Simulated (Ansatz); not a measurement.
# FGeH3, SMILES [F][GeH3]: a relaxed scan of one distance

Computed with the Ansatz DFT code, driven from Python.

`relaxed_scan_fgeh3.py`:
```python
# -*- coding: utf-8 -*-
"""One bond of FGeH3 held at set lengths while the rest relaxes."""

import warnings

import ansatz as az
import numpy as np

params = {
    "basis_set": "def2-SVP",
    "functional": "hf",
}

warnings.simplefilter("ignore", az.DeckWarning)

geometry_ang = [
    ("F", [-1.051, 0.4787, 1.2199]),
    ("Ge", [0.0149, -0.0218, -0.0334]),
    ("H", [1.2912, -0.5227, 0.6197]),
    ("H", [-0.5539, -1.1609, -0.8461]),
    ("H", [0.3488, 1.153, -1.0014]),
]
mol = az.Crystal.molecule()
for symbol, xyz in geometry_ang:
    mol = mol.atom(symbol, xyz)

base = mol.calculation()
base = base.basis(gaussian=params["basis_set"]).functional(params["functional"])
base = base.scf(lower_state_search="standard")
symbols = [site.symbol for site in mol.cartesian_sites]
pairs = [(0, 1), (1, 2), (1, 3), (1, 4)]
print("held (A)   E (eV)        ", "  ".join(f"{symbols[i]}{i}-{symbols[j]}{j}" for i, j in pairs))
for length in [1.58, 1.72, 1.86, 2.06, 2.32]:
    rep = base.relax(constraints=[az.DistanceConstraint((0, 1), at=length)], force_tolerance=0.02, max_steps=60).run(threads=1, backend="cpu").report
    xyz = np.array(rep["positions_ang"])
    print(f"{length:6.2f} {rep['free_energy_ev']:14.5f}  ", "  ".join(f"{np.linalg.norm(xyz[i] - xyz[j]):.3f}" for i, j in pairs))
```

Output of `python relaxed_scan_fgeh3.py`:
```text
held (A)   E (eV)         F0-Ge1  Ge1-H2  Ge1-H3  Ge1-H4
  1.58   -59217.74627   1.580  1.532  1.532  1.532
  1.72   -59218.20302   1.720  1.527  1.527  1.527
  1.86   -59217.99298   1.860  1.523  1.523  1.523
  2.06   -59217.20172   2.060  1.519  1.519  1.519
  2.32   -59215.95931   2.320  1.515  1.515  1.515
```

What to keep in mind:
- These settings explore the input space; basis and method may be short of convergence.
- The energies are electronic: no zero-point or thermal terms, and the basis set is short of its limit.
- The script silences the warnings on its input, which a real study should read.
- Finished in 18 s on 1 thread of Arm Neoverse V2 (shared host), peak memory 0.18 GiB.
